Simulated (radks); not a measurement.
# Valence configurations of Ta

NIST gives [Xe] 4f14 5d3 6s2 as the ground configuration of Ta. Does this level of theory agree? Several fillings of the valence shells are run.

Method: scalar-relativistic Kohn-Sham, BLYP, spin-polarised, spherical densities, point nucleus; open shells are filled with parallel spins first. Code: radks (a radial shooting solver on a logarithmic mesh, Libxc functionals) version 1.

## 1. What is computed

- element: tantalum (Z = 73)
- charge: 0
- electrons: 73
- configuration: [Xe] 4f14 5d3 6s2
- others tried: 4f13 5d4 6s2; 4f14 5d4 6s1; 4f14 5d3 6s1 6p1; 4f14 5d2 6s2 6p1; 4f14 5d2.5 6s2 6p0.5; 4f13.5 5d3 6s1 6p1.5; 4f13 5d3 6s2 6p1; 4f13 5d5 6s1; 4f13.5 5d3 6s2 6p0.5

Outer shells as boxes (Hund's rule):

Ta
```
[Xe] core
4f [↑↓][↑↓][↑↓][↑↓][↑↓][↑↓][↑↓]
5d [↑ ][↑ ][↑ ][  ][  ]
6s [↑↓]
```

In the logs a row gives level, spin channel, occupation and eigenvalue; Etot, Ekin, Encl (electron-nucleus), Eh (Hartree) and Exc are energies, all in hartree; err is the last residual, it the number of iterations.

## 2. [Xe] 4f14 5d3 6s2

Input:

```text
Z 73
configuration [Xe] 4f14 5d3 6s2
relativity scalar-relativistic
functional b88,lyp
spin polarised
nucleus point
c 137.035999084
```

Standard output:

```text
1s      1   1.0000       -2476.12276046
2s      1   1.0000        -425.41142572
2p      1   3.0000        -372.78449733
3s      1   1.0000         -97.43256097
3p      1   3.0000         -81.78398791
3d      1   5.0000         -63.53211901
4s      1   1.0000         -19.84370059
4p      1   3.0000         -14.71099475
4d      1   5.0000          -8.14517430
4f      1   7.0000          -0.89257301
5s      1   1.0000          -2.68297996
5p      1   3.0000          -1.45369425
5d      1   3.0000          -0.14483106
6s      1   1.0000          -0.20689869
1s      2   1.0000       -2476.12286875
2s      2   1.0000        -425.40771387
2p      2   3.0000        -372.78155196
3s      2   1.0000         -97.43177439
3p      2   3.0000         -81.78303517
3d      2   5.0000         -63.52988577
4s      2   1.0000         -19.84066467
4p      2   3.0000         -14.70817408
4d      2   5.0000          -8.14174272
4f      2   7.0000          -0.88379471
5s      2   1.0000          -2.64772333
5p      2   3.0000          -1.40677065
5d      2   0.0000          -0.09383506
6s      2   1.0000          -0.17454530
Etot -15605.533299141305
Ekin 17149.87811984823
Encl -38544.15968197871
Eh 6104.804163231843
Exc -316.05590024266746
err 7.868560771713778e-09
it 15
```

5d up is the highest filled level (-3.941 eV).

From the orbitals of this run (lengths in bohr):

```csv
level,occupation,energy (eV),<r>,outermost maximum (interpolated),90 % within,nodes
5p up,3,-39.557,1.299,1.13,1.91,3
5p down,3,-38.280,1.292,1.12,1.90,3
4f up,7,-24.288,0.6418,0.441,1.08,0
4f down,7,-24.049,0.6378,0.441,1.07,0
6s up,1,-5.630,3.248,2.72,4.83,5
6s down,1,-4.750,3.409,2.81,5.12,5
5d up,3,-3.941,2.221,1.59,3.61,2
5d down,0,-2.553,2.370,1.59,3.97,2
```

The radial density on a logarithmic grid:

```csv
r (bohr),4πr²ρ (e/bohr)
0.000802,5.157
0.00128,10.54
0.00203,20.68
0.00323,37.99
0.00509,62.45
0.00810,88.43
0.0129,99.65
0.0205,90.43
0.0323,96.80
0.0514,131.5
0.0817,114.2
0.130,112.4
0.205,102.1
0.326,62.83
0.519,64.14
0.825,23.55
1.30,10.92
2.07,3.148
3.29,1.147
5.24,0.2132
```

## 3. [Xe] 4f13 5d4 6s2

Input:

```text
Z 73
configuration [Xe] 4f13 5d4 6s2
relativity scalar-relativistic
functional b88,lyp
spin polarised
nucleus point
c 137.035999084
```

Standard output:

```text
1s      1   1.0000       -2476.44305250
2s      1   1.0000        -425.76093703
2p      1   3.0000        -373.12957147
3s      1   1.0000         -97.83821968
3p      1   3.0000         -82.18894265
3d      1   5.0000         -63.93048610
4s      1   1.0000         -20.22703894
4p      1   3.0000         -15.08296820
4d      1   5.0000          -8.50281308
4f      1   7.0000          -1.21531195
5s      1   1.0000          -2.84038734
5p      1   3.0000          -1.57304297
5d      1   4.0000          -0.18888895
6s      1   1.0000          -0.21544591
1s      2   1.0000       -2476.44316155
2s      2   1.0000        -425.75421563
2p      2   3.0000        -373.12423133
3s      2   1.0000         -97.81534393
3p      2   3.0000         -82.16568117
3d      2   5.0000         -63.91026590
4s      2   1.0000         -20.18116075
4p      2   3.0000         -15.03866553
4d      2   5.0000          -8.45875176
4f      2   6.0000          -1.16700927
5s      2   1.0000          -2.77319388
5p      2   3.0000          -1.49542890
5d      2   0.0000          -0.11495293
6s      2   1.0000          -0.17515233
Etot -15604.67399330691
Ekin 17149.307600080556
Encl -38521.240219258805
Eh 6082.826706540776
Exc -315.568080669437
err 7.907768199559201e-09
it 15
```

Energy against step 2 ([Xe] 4f14 5d3 6s2): +23.383 eV. 6s down is the highest filled level (-4.766 eV).

## 4. [Xe] 4f14 5d4 6s1

Input:

```text
Z 73
configuration [Xe] 4f14 5d4 6s1
relativity scalar-relativistic
functional b88,lyp
spin polarised
nucleus point
c 137.035999084
```

Standard output:

```text
1s      1   1.0000       -2476.05345784
2s      1   1.0000        -425.33953248
2p      1   3.0000        -372.71261904
3s      1   1.0000         -97.36112945
3p      1   3.0000         -81.71257329
3d      1   5.0000         -63.46056238
4s      1   1.0000         -19.77247900
4p      1   3.0000         -14.63965306
4d      1   5.0000          -8.07366720
4f      1   7.0000          -0.82164037
5s      1   1.0000          -2.61476127
5p      1   3.0000          -1.39102420
5d      1   4.0000          -0.11042275
6s      1   1.0000          -0.19489592
1s      2   1.0000       -2476.05323085
2s      2   1.0000        -425.33492099
2p      2   3.0000        -372.70892261
3s      2   1.0000         -97.35999772
3p      2   3.0000         -81.71124324
3d      2   5.0000         -63.45771629
4s      2   1.0000         -19.76853360
4p      2   3.0000         -14.63592284
4d      2   5.0000          -8.06911836
4f      2   7.0000          -0.81049691
5s      2   1.0000          -2.57170085
5p      2   3.0000          -1.33299743
5d      2   0.0000          -0.03596756
6s      2   0.0000          -0.12789812
Etot -15605.505206490197
Ekin 17149.787136485913
Encl -38548.97373732993
Eh 6109.874442942447
Exc -316.19304858862876
err 6.904005235549662e-09
it 15
```

Energy against step 2 ([Xe] 4f14 5d3 6s2): +0.764 eV. The top filled level is 5d up, -3.005 eV.

## 5. [Xe] 4f14 5d3 6s1 6p1

Input:

```text
Z 73
configuration [Xe] 4f14 5d3 6s1 6p1
relativity scalar-relativistic
functional b88,lyp
spin polarised
nucleus point
c 137.035999084
```

Standard output:

```text
1s      1   1.0000       -2476.17325932
2s      1   1.0000        -425.46139738
2p      1   3.0000        -372.83446235
3s      1   1.0000         -97.48255725
3p      1   3.0000         -81.83399401
3d      1   5.0000         -63.58212385
4s      1   1.0000         -19.89406017
4p      1   3.0000         -14.76139159
4d      1   5.0000          -8.19565754
4f      1   7.0000          -0.94329278
5s      1   1.0000          -2.73458568
5p      1   3.0000          -1.50513367
5d      1   3.0000          -0.19329697
6s      1   1.0000          -0.24943490
6p      1   1.0000          -0.08158822
1s      2   1.0000       -2476.17271611
2s      2   1.0000        -425.45720865
2p      2   3.0000        -372.83099912
3s      2   1.0000         -97.48134934
3p      2   3.0000         -81.83259066
3d      2   5.0000         -63.57941154
4s      2   1.0000         -19.89021204
4p      2   3.0000         -14.75769602
4d      2   5.0000          -8.19113942
4f      2   7.0000          -0.93278337
5s      2   1.0000          -2.69545063
5p      2   3.0000          -1.45334634
5d      2   0.0000          -0.12300847
6s      2   0.0000          -0.17996912
6p      2   0.0000          -0.02821269
Etot -15605.418411280849
Ekin 17149.736957815443
Encl -38540.32598695149
Eh 6101.215119524795
Exc -316.0445016695994
err 1.339664257831033e-08
it 14
```

E − E(step 2, [Xe] 4f14 5d3 6s2) = +3.126 eV. 6p up is the highest filled level (-2.220 eV).

## 6. [Xe] 4f14 5d2 6s2 6p1

Input:

```text
Z 73
configuration [Xe] 4f14 5d2 6s2 6p1
relativity scalar-relativistic
functional b88,lyp
spin polarised
nucleus point
c 137.035999084
```

Standard output:

```text
1s      1   1.0000       -2476.26074726
2s      1   1.0000        -425.55214160
2p      1   3.0000        -372.92522085
3s      1   1.0000         -97.57224797
3p      1   3.0000         -81.92366507
3d      1   5.0000         -63.67203153
4s      1   1.0000         -19.98330102
4p      1   3.0000         -14.85079122
4d      1   5.0000          -8.28525218
4f      1   7.0000          -1.03185323
5s      1   1.0000          -2.81826754
5p      1   3.0000          -1.58110776
5d      1   2.0000          -0.23734776
6s      1   1.0000          -0.26499791
6p      1   1.0000          -0.08795413
1s      2   1.0000       -2476.26060270
2s      2   1.0000        -425.54919188
2p      2   3.0000        -372.92278228
3s      2   1.0000         -97.57149819
3p      2   3.0000         -81.92276452
3d      2   5.0000         -63.67015639
4s      2   1.0000         -19.98068792
4p      2   3.0000         -14.84832313
4d      2   5.0000          -8.28224077
4f      2   7.0000          -1.02456207
5s      2   1.0000          -2.79000455
5p      2   3.0000          -1.54436375
5d      2   0.0000          -0.19371791
6s      2   1.0000          -0.23069618
6p      2   0.0000          -0.06626721
Etot -15605.412425095063
Ekin 17149.814636025338
Encl -38534.2499447411
Eh 6094.908531735669
Exc -315.8856481149674
err 7.306039259065823e-09
it 14
```

E − E(step 2, [Xe] 4f14 5d3 6s2) = +3.289 eV. Highest occupied level: 6p up at -2.393 eV.

## 7. [Xe] 4f14 5d2.5 6s2 6p0.5

Input:

```text
Z 73
configuration [Xe] 4f14 5d2.5 6s2 6p0.5
relativity scalar-relativistic
functional b88,lyp
spin polarised
nucleus point
c 137.035999084
```

Standard output:

```text
1s      1   1.0000       -2476.19049984
2s      1   1.0000        -425.48042847
2p      1   3.0000        -372.85349986
3s      1   1.0000         -97.50113801
3p      1   3.0000         -81.85256012
3d      1   5.0000         -63.60079364
4s      1   1.0000         -19.91226214
4p      1   3.0000         -14.77964748
4d      1   5.0000          -8.21396053
4f      1   7.0000          -0.96102680
5s      1   1.0000          -2.74976461
5p      1   3.0000          -1.51688479
5d      1   2.5000          -0.19097881
6s      1   1.0000          -0.23650146
6p      1   0.5000          -0.07039885
1s      2   1.0000       -2476.19049744
2s      2   1.0000        -425.47705917
2p      2   3.0000        -372.85078340
3s      2   1.0000         -97.50036813
3p      2   3.0000         -81.85163119
3d      2   5.0000         -63.59872153
4s      2   1.0000         -19.90941655
4p      2   3.0000         -14.77698554
4d      2   5.0000          -8.21071746
4f      2   7.0000          -0.95291751
5s      2   1.0000          -2.71764352
5p      2   3.0000          -1.47456677
5d      2   0.0000          -0.14295333
6s      2   1.0000          -0.20333385
6p      2   0.0000          -0.05381299
Etot -15605.479932154729
Ekin 17149.851619940076
Encl -38539.291356780945
Eh 6099.930922658832
Exc -315.971117972692
err 9.60959257646997e-09
it 15
```

E − E(step 2, [Xe] 4f14 5d3 6s2) = +1.452 eV. 6p up is the highest filled level (-1.916 eV).

## 8. [Xe] 4f13.5 5d3 6s1 6p1.5

Input:

```text
Z 73
configuration [Xe] 4f13.5 5d3 6s1 6p1.5
relativity scalar-relativistic
functional b88,lyp
spin polarised
nucleus point
c 137.035999084
```

Standard output:

```text
1s      1   1.0000       -2476.39905334
2s      1   1.0000        -425.70275924
2p      1   3.0000        -373.07367820
3s      1   1.0000         -97.75072665
3p      1   3.0000         -82.10182415
3d      1   5.0000         -63.84684589
4s      1   1.0000         -20.15221135
4p      1   3.0000         -15.01418750
4d      1   5.0000          -8.44164308
4f      1   7.0000          -1.17122789
5s      1   1.0000          -2.88060552
5p      1   3.0000          -1.62825639
5d      1   3.0000          -0.26171475
6s      1   1.0000          -0.28180833
6p      1   1.5000          -0.09871600
1s      2   1.0000       -2476.39828438
2s      2   1.0000        -425.69745747
2p      2   3.0000        -373.06925515
3s      2   1.0000         -97.73868251
3p      2   3.0000         -82.08948075
3d      2   5.0000         -63.83547216
4s      2   1.0000         -20.12743881
4p      2   3.0000         -14.99017608
4d      2   5.0000          -8.41723114
4f      2   6.5000          -1.14188525
5s      2   1.0000          -2.82857555
5p      2   3.0000          -1.56563979
5d      2   0.0000          -0.18426377
6s      2   0.0000          -0.20541226
6p      2   0.0000          -0.03691850
Etot -15604.944210974838
Ekin 17149.428250509285
Encl -38524.13355052809
Eh 6085.478124752373
Exc -315.7170357084087
err 6.498842457185599e-09
it 14
```

E − E(step 2, [Xe] 4f14 5d3 6s2) = +16.030 eV. The top filled level is 6p up, -2.686 eV.

## 9. [Xe] 4f13 5d3 6s2 6p1

Input:

```text
Z 73
configuration [Xe] 4f13 5d3 6s2 6p1
relativity scalar-relativistic
functional b88,lyp
spin polarised
nucleus point
c 137.035999084
```

Standard output:

```text
1s      1   1.0000       -2476.59259599
2s      1   1.0000        -425.91346987
2p      1   3.0000        -373.28210622
3s      1   1.0000         -97.98966258
3p      1   3.0000         -82.34037143
3d      1   5.0000         -64.08217421
4s      1   1.0000         -20.37804422
4p      1   3.0000         -15.23411617
4d      1   5.0000          -8.65416265
4f      1   7.0000          -1.36583438
5s      1   1.0000          -2.98546691
5p      1   3.0000          -1.71005147
5d      1   3.0000          -0.29236477
6s      1   1.0000          -0.27772175
6p      1   1.0000          -0.09036051
1s      2   1.0000       -2476.59244195
2s      2   1.0000        -425.90759045
2p      2   3.0000        -373.27733309
3s      2   1.0000         -97.96689942
3p      2   3.0000         -82.31724101
3d      2   5.0000         -64.06240381
4s      2   1.0000         -20.33274439
4p      2   3.0000         -15.19031086
4d      2   5.0000          -8.61066595
4f      2   6.0000          -1.31893961
5s      2   1.0000          -2.92512051
5p      2   3.0000          -1.64210950
5d      2   0.0000          -0.22462641
6s      2   1.0000          -0.23388081
6p      2   0.0000          -0.06559422
Etot -15604.504757423902
Ekin 17149.19987814885
Encl -38510.501982554066
Eh 6072.166711607338
Exc -315.36936462602387
err 1.0891753931827409e-08
it 14
```

Energy against step 2 ([Xe] 4f14 5d3 6s2): +27.988 eV. The top filled level is 6p up, -2.459 eV.

## 10. [Xe] 4f13 5d5 6s1

Input:

```text
Z 73
configuration [Xe] 4f13 5d5 6s1
relativity scalar-relativistic
functional b88,lyp
spin polarised
nucleus point
c 137.035999084
```

Standard output:

```text
1s      1   1.0000       -2476.36015225
2s      1   1.0000        -425.67527468
2p      1   3.0000        -373.04392348
3s      1   1.0000         -97.75313783
3p      1   3.0000         -82.10388033
3d      1   5.0000         -63.84525616
4s      1   1.0000         -20.14237184
4p      1   3.0000         -14.99820267
4d      1   5.0000          -8.41791967
4f      1   7.0000          -1.13098717
5s      1   1.0000          -2.75970528
5p      1   3.0000          -1.49815391
5d      1   5.0000          -0.14217821
6s      1   1.0000          -0.19770329
1s      2   1.0000       -2476.35991454
2s      2   1.0000        -425.66757650
2p      2   3.0000        -373.03776690
3s      2   1.0000         -97.72981836
3p      2   3.0000         -82.08013870
3d      2   5.0000         -63.82431559
4s      2   1.0000         -20.09539012
4p      2   3.0000         -14.95280568
4d      2   5.0000          -8.37255898
4f      2   6.0000          -1.08036865
5s      2   1.0000          -2.68477813
5p      2   3.0000          -1.40984067
5d      2   0.0000          -0.04715797
6s      2   0.0000          -0.12324574
Etot -15604.685348199519
Ekin 17149.25290075929
Encl -38527.03220129205
Eh 6088.830322132686
Exc -315.7363697994418
err 7.0248231315052704e-09
it 14
```

Energy against step 2 ([Xe] 4f14 5d3 6s2): +23.074 eV. Highest occupied level: 5d up at -3.869 eV.

## 11. [Xe] 4f13.5 5d3 6s2 6p0.5

Input:

```text
Z 73
configuration [Xe] 4f13.5 5d3 6s2 6p0.5
relativity scalar-relativistic
functional b88,lyp
spin polarised
nucleus point
c 137.035999084
```

Standard output:

```text
1s      1   1.0000       -2476.35121928
2s      1   1.0000        -425.65537034
2p      1   3.0000        -373.02630133
3s      1   1.0000         -97.70327917
3p      1   3.0000         -82.05436614
3d      1   5.0000         -63.79938631
4s      1   1.0000         -20.10437659
4p      1   3.0000         -14.96631386
4d      1   5.0000          -8.39367413
4f      1   7.0000          -1.12305587
5s      1   1.0000          -2.83171310
5p      1   3.0000          -1.57981164
5d      1   3.0000          -0.21606098
6s      1   1.0000          -0.24232423
6p      1   0.5000          -0.07126950
1s      2   1.0000       -2476.35121735
2s      2   1.0000        -425.65059087
2p      2   3.0000        -373.02246349
3s      2   1.0000         -97.69174239
3p      2   3.0000         -82.04256513
3d      2   5.0000         -63.78857112
4s      2   1.0000         -20.08056568
4p      2   3.0000         -14.94333734
4d      2   5.0000          -8.37053257
4f      2   6.5000          -1.09561729
5s      2   1.0000          -2.78379777
5p      2   3.0000          -1.52217995
5d      2   0.0000          -0.15641008
6s      2   1.0000          -0.20458350
6p      2   0.0000          -0.05334713
Etot -15605.068677876905
Ekin 17149.582213691057
Encl -38527.78956356956
Eh 6088.8582814660585
Exc -315.7196094644598
err 1.4291211964426287e-08
it 14
```

E − E(step 2, [Xe] 4f14 5d3 6s2) = +12.643 eV. 6p up is the highest filled level (-1.939 eV).

## 12. What came out

```csv
valence,E − E(NIST configuration) (eV),moment (μB),highest level,its energy (eV),1s shift (eV)
4f14 5d3 6s2,0.000,3,5d up,-3.941,+0.00
4f14 5d4 6s1,0.764,5,5d up,-3.005,+1.89
4f14 5d2.5 6s2 6p0.5,1.452,3,6p up,-1.916,-1.84
4f14 5d3 6s1 6p1,3.126,5,6p up,-2.220,-1.37
4f14 5d2 6s2 6p1,3.289,3,6p up,-2.393,-3.75
4f13.5 5d3 6s2 6p0.5,12.643,4,6p up,-1.939,-6.21
4f13.5 5d3 6s1 6p1.5,16.030,6,6p up,-2.686,-7.52
4f13 5d5 6s1,23.074,7,5d up,-3.869,-6.46
4f13 5d4 6s2,23.383,5,6s down,-4.766,-8.72
4f13 5d3 6s2 6p1,27.988,5,6p up,-2.459,-12.78
```

In words: The NIST configuration is the lowest of those tried, 0.764 eV under 4f14 5d4 6s1. The energies are those of spherical high-spin densities, not of single terms. The 1s eigenvalue shifts by up to 12.78 eV as the valence charge is rearranged.
